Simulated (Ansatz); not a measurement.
# C2H3FGe: ionisation energy by level of theory

The task here is to estimate one member of a computed series from the others.

Method: unrestricted cation, the program's frozen cores in correlated methods; program: Ansatz 0.2.0, Gaussian basis.

Levels to be run: UKS PBE-D4/def2-TZVPP; UKS r2SCAN-D4/def2-TZVPP; UKS PBE0-D4/def2-TZVPP; UKS B3LYP-D4/def2-TZVPP; UKS wB97X-V/def2-TZVPP; UKS wB97M-V/def2-TZVPP; UKS B2PLYP/def2-TZVPP; UHF-CCSD(T)/def2-TZVPP; UHF-MP2/def2-QZVPP; extrapolation to the limit; then −ε(HOMO) from the neutral's earlier runs with LDA (SPW92), PBE-D4, revPBE-D4, BLYP-D4, r2SCAN-D4, B97M-V, PBE0-D4, B3LYP-D4, r2SCANh-D4, r2SCAN0-D4, HSE06-D4, BHLYP-D4, CAM-B3LYP-D4, LC-ωPBE, ωB97X-V, ωB97M-V.

## Structure used throughout

All runs share one geometry, relaxed beforehand with PBE0-D4 in a triple-zeta def2 set.

SMILES `C#[C][GeH2][F]`, 7 atoms, charge 0, spin multiplicity 1.

Atoms are counted from 1 here; the program's logs count them from 0.

Bond lengths: C1–C2 1.205 Å, C1–H5 1.066 Å, C2–Ge3 1.891 Å, Ge3–F4 1.737 Å, Ge3–H6 1.530 Å, Ge3–H7 1.530 Å. Angles: C2–C1–H5 179.5°, C1–C2–Ge3 178.5°, C2–Ge3–F4 106.8°, C2–Ge3–H6 111.0°, C2–Ge3–H7 111.0°, F4–Ge3–H6 106.5°, F4–Ge3–H7 106.5°, H6–Ge3–H7 114.4°.

Set-up of the first run:

Input file in.yaml:

```yaml
crystal:
  periodic: [false, false, false]
  atoms:
    - {symbol: C, position_ang: [1.589568, -1.011440, 0.749378]}
    - {symbol: C, position_ang: [0.653229, -0.399260, 0.302779]}
    - {symbol: Ge, position_ang: [-0.795216, 0.603197, -0.384648]}
    - {symbol: F, position_ang: [-1.928633, -0.538276, -1.040403]}
    - {symbol: H, position_ang: [2.414658, -1.560801, 1.142310]}
    - {symbol: H, position_ang: [-1.525838, 1.349501, 0.733153]}
    - {symbol: H, position_ang: [-0.346570, 1.489181, -1.548267]}
basis:
  gaussian: {orbitals: def2-TZVPP}
total_charge: 1
magnetization: {spin_polarized: true, initial_magnetization: 1}
hamiltonian: {xc: pbe, dispersion: d4}
```

Launch:

```sh
$ ansatz run in.yaml --threads 2 --pin off --events-out ev --progress --plain --max-ram 32768MiB --backend cpu
```

Steps of the session up to this table: Cation, UKS PBE-D4/def2-TZVPP; Cation, UKS r2SCAN-D4/def2-TZVPP; Cation, UKS PBE0-D4/def2-TZVPP; Cation, UKS B3LYP-D4/def2-TZVPP; Cation, UKS wB97X-V/def2-TZVPP; Cation, UKS wB97M-V/def2-TZVPP; Cation, UKS B2PLYP (frozen core)/def2-TZVPP; Cation, UHF-CCSD(T)/def2-TZVPP; Cation, UHF-MP2/def2-QZVPP.

One table of the session follows, with a row left open; its other results are not shown here.

Orbital estimates, from the neutral's runs:

```
  functional  −ε(HOMO) (eV)
 LDA (SPW92)           7.49
      PBE-D4           7.33
   revPBE-D4           7.26
     BLYP-D4           7.17
   r2SCAN-D4           7.58
      B97M-V           7.58
     PBE0-D4           8.57
    B3LYP-D4           8.32
  r2SCANh-D4           8.04
  r2SCAN0-D4           8.74
    HSE06-D4           8.16
    BHLYP-D4           9.64
CAM-B3LYP-D4           9.93
     LC-ωPBE          11.37
     ωB97X-V              ?
     ωB97M-V          10.81
```

**Question.** Estimate the row for ωB97X-V.

As computed: −ε(HOMO) (eV): 10.95. In the column «−ε(HOMO) (eV)» it lies between ωB97M-V (10.81) and LC-ωPBE (11.37).
